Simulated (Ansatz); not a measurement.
What does this script print? It uses Ansatz 0.2.0, Python API.

Script `ir_random_alloy.py`:
```python
"""Random Ir-Pt cells of 8 mixed sites, after relaxing atoms and volume at fixed cell shape."""

from collections import Counter
import warnings

import ansatz as az
import numpy as np


def fcc(A, a):
    return (
        az.Lattice.fcc(a)
        .space_group(225)
        .atom(A, [0, 0, 0])
        .primitive()
    )

A_FIRST, A_LAST = 3.83, 3.92


def run_phase(name, crystal):
    calc = (
        crystal.calculation()
        .functional("lda")
        .initial_density(normalization="atom")
        .scf(tolerance=1e-07, max_iterations=80, lower_state_search="light")
        .basis(460)
        .kpoints(spacing=0.3)
        .occupations("cold", width=0.1)
        .band_table()
    )
    calc = calc.relax(force_tolerance=0.01, max_steps=40, fix_cell=["shape"])
    return calc.run()


def volume_per_atom(outcome):
    return abs(np.linalg.det(outcome.lattice.cell_ang)) / len(outcome.lattice.sites)


def counts(outcome):
    return Counter(site.symbol for site in outcome.lattice.sites)


def main() -> None:
    warnings.simplefilter("ignore")

    phases = {"Ir": fcc("Ir", A_FIRST), "Pt": fcc("Pt", A_LAST)}
    for k in [5]:
        a = A_FIRST + (A_LAST - A_FIRST) * k / 8
        supercell = fcc("Ir", a).supercell(2).resolved()
        for seed in [81]:
            drawn = supercell.site_disorder().occupy("Ir", Ir=8 - k, Pt=k).random(seed=seed)
            phases[f"Ir{8 - k}Pt{k} seed {seed}"] = drawn.crystal

    done = {name: run_phase(name, crystal) for name, crystal in phases.items()}

    # mixing quantities against the straight line between the end members, both on this lattice
    x = {name: counts(o)["Pt"] / (counts(o)["Ir"] + counts(o)["Pt"]) for name, o in done.items()}
    first, last = min(x, key=x.get), max(x, key=x.get)
    energy = {name: o.report["energy_sigma0_ev"] / len(o.lattice.sites) for name, o in done.items()}
    volume = {name: volume_per_atom(o) for name, o in done.items()}
    rows = []
    for name in sorted(done, key=x.get):
        line = lambda table: (1 - x[name]) * table[first] + x[name] * table[last]
        rows.append((name, x[name], 1000 * (energy[name] - line(energy)), volume[name], 100 * (volume[name] / line(volume) - 1)))
    print("      cell       x(Pt)  E_mix (meV/atom)  V (A^3/atom)  excess V (%)")
    for row in rows:
        print(f"{str(row[0]):>10}  {row[1]:10.3f}  {row[2]:+16.1f}  {row[3]:12.3f}  {row[4]:+12.2f}")


if __name__ == "__main__":
    main()
```

Output of `python ir_random_alloy.py`:
```text
      cell       x(Pt)  E_mix (meV/atom)  V (A^3/atom)  excess V (%)
        Ir       0.000              +0.0        13.838         +0.00
Ir3Pt5 seed 81       0.625             +77.2        14.405         -0.05
        Pt       1.000              +0.0        14.758         +0.00
```

What to keep in mind:
- The settings weren't tested for convergence.
- Spin is left out of this run.
- For the metals among these phases the mesh is modest: differences between phases can be off by up to 40 meV an atom.
- The program warned that this SCF threshold is loose for forces or stresses.
- Atoms and volume are relaxed with the cell's shape held, which in cells of lower than cubic symmetry can hide stresses and shift volumes.
- Spin-orbit coupling, which matters for elements this heavy, is left out.
- Cells of eight mixed sites are far from the random limit, and both end members stand on the same lattice, which need not be their own. Differences under about 40 meV an atom lie within the error of mesh and functional.
- The cells are prototypes set up for this calculation and needn't exist.
- The script silences warnings, which a real study should read.
- The whole script took 57 s on 1 thread of Arm Neoverse V2, with other jobs on the host, peak memory 0.54 GiB.
